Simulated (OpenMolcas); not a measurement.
# Er²⁺ among point charges: CASSCF and CASPT2 levels and susceptibility

Aim: the splitting of the states of Er²⁺ in the field of 6 point charges, its lowest levels with spin-orbit coupling and its magnetic susceptibility.

Program: OpenMolcas 26.06. Level of theory: state-averaged CASSCF and CASPT2, spin-orbit coupling by RASSI with atomic mean-field integrals. These are calculated values, not measurements, unless marked.

## (1) What is computed

| Item | Value |
| --- | --- |
| Species | Er²⁺ (erbium, Z = 68, 66 electrons) |
| Basis | ANO-RCC-VDZP [7s6p4d2f1g], 68 functions |
| Scalar Hamiltonian | DKH2, point nucleus |
| Inactive shells | 1s 2s 2p 3s 3p 3d 4s 4p 4d 5s 5p |
| Active space | 12 electrons in 7 orbitals (4f) |
| Some configurations of this space | 4f12 |
| Orbitals | optimised for the highest spin of each parity, averaged over all roots |

Outer shells as boxes (Hund's rule):

4f12
```
4f [↑↓][↑↓][↑↓][↑↓][↑↓][↑ ][↑ ]
```

The ion sits among 6 point charges of -1 e arranged as an octahedron (Oh), 2.77 Å from the ion.

The work runs as a chain of OpenMolcas steps in one folder; each step below is one input file. Labels, J, g values, rates, χT and fits are worked out afterwards by a script from the matrices that RASSI stores. The input lists half of the charges; inversion (Group=XYZ) makes the rest.

## (2) GATEWAY and SEWARD: basis and integrals

The input, a.inp:

```
&GATEWAY
Coord
1

Er 0.0 0.0 0.0
Basis=ANO-RCC-VDZP
Group=XYZ
NoMove
AngMom=0.0 0.0 0.0
AMFI
XField
3 Angstrom 0
2.770000 0.000000 0.000000 -1.000000
0.000000 2.770000 0.000000 -1.000000
0.000000 0.000000 2.770000 -1.000000
&SEWARD
```

Launch:

```bash
$ OMP_NUM_THREADS=1 MOLCAS_MEM=2252 MOLCAS_PROJECT=a pymolcas a.inp > a.log
```

## (3) Reference wave functions, triplets of even parity, 21 roots

The input, a.inp:

```
&RASSCF
FileOrb=start.orb
Symmetry=1
Spin=3
nActEl=12 0 0
Inactive=15 12
Ras2=0 7
CIRoot=21 21 1
SDav=21
CIMx=300
Iter=120 100
PrWF=0.3
OrbListing=Nothing
MaxOrb=0
>>> COPY $Project.JobIph JOB001
```

start.orb holds the contracted functions of the basis, ordered by shell, or the orbitals of the step before.

## (4) CASSCF: singlets of even parity, 28 roots

The input, a.inp:

```
&RASSCF
FileOrb=start.orb
Symmetry=1
Spin=1
nActEl=12 0 0
Inactive=15 12
Ras2=0 7
CIRoot=28 28 1
SDav=28
CIMx=300
Iter=120 100
PrWF=0.3
OrbListing=Nothing
MaxOrb=0
CIOnly
>>> COPY $Project.JobIph JOB002
```

## (5) State interaction with spin-orbit coupling

The input, a.inp:

```
&RASSI
NrOfJobIphs=2 21 27
1 2 3 4 5 6 7 8 9 10 11 12 13 14 15 16 17 18 19 20 21
1 2 3 4 5 6 7 8 9 10 11 12 13 14 15 16 17 18 19 20 21 22 23 24 25 26 27
IphNames
JOB001
JOB002
EJob
SpinOrbit
DIPRint=1.0
SOCoupling=1000.0
Subsets=2
Property=9
'ANGMOM' 1 'ANGMOM' 2 'ANGMOM' 3 'MLTPL  1' 1 'MLTPL  1' 2 'MLTPL  1' 3
'AMFI' 1 'AMFI' 2 'AMFI' 3
SOProperty=3
'ANGMOM' 1 'ANGMOM' 2 'ANGMOM' 3
```

## (6) CASPT2: IPEA 0.25, imaginary shift 0.1 (closed shells correlated: 5s 5p)

The input, a.inp:

```
>>> COPY JOB001 $Project.JobIph
&CASPT2
Multistate=21 1 2 3 4 5 6 7 8 9 10 11 12 13 14 15 16 17 18 19 20 21
NoMult
Frozen=14 9
IPEA=0.25
Imaginary=0.1
MaxIter=60
WThr=0.0 0.3 0.05
PrWF=0.5
NoMix
>>> COPY JOB002 $Project.JobIph
&CASPT2
Multistate=27 1 2 3 4 5 6 7 8 9 10 11 12 13 14 15 16 17 18 19 20 21 22
23 24 25 26 27
NoMult
Frozen=14 9
IPEA=0.25
Imaginary=0.1
MaxIter=60
WThr=0.0 0.3 0.05
PrWF=0.5
NoMix
```

(Steps that only read results are left out.)

What does the calculation give? Wanted: spin-free ground state; first state of the same spin within the active space; lowest level; next level.

As calculated:

```
                                            quantity                                                                        value
                                              method  SS-CASPT2, IPEA 0.25, imaginary shift 0.1 (closed shells correlated: 5s 5p)
                              spin-free ground state                                              3T1, 3-fold in its orbital part
first state of the same spin within the active space                                                              3E at 49.1 cm⁻¹
                                        lowest level                                                                    1-fold A1
                                          next level                                                                    28.0 cm⁻¹
                                         χT at 300 K                                                               7.14 cm³ K/mol
                           effective moment at 300 K                                                                      7.55 μB
```

Cost by method:

```
                                              method  time of its own steps  time with the reference
                                           A. CASSCF                  9.1 s                    9.1 s
B. SS-CASPT2, IPEA 0.25, imaginary shift 0.1, +5s 5p                   10 s                     20 s
```

Times are of one thread on a shared host.

The spin-free ground state (3T1) comes to 100 % from free-ion H terms and keeps the highest spin of the shell. The singlets rest on orbitals optimised for another spin in at least one step, which raises them against the optimised states. Not all states of the active space went into the spin-orbit step. CASPT2 does not keep the components of a term degenerate, and the means are used. Point charges carry no covalency, so the field is a model and not that of real ligands.
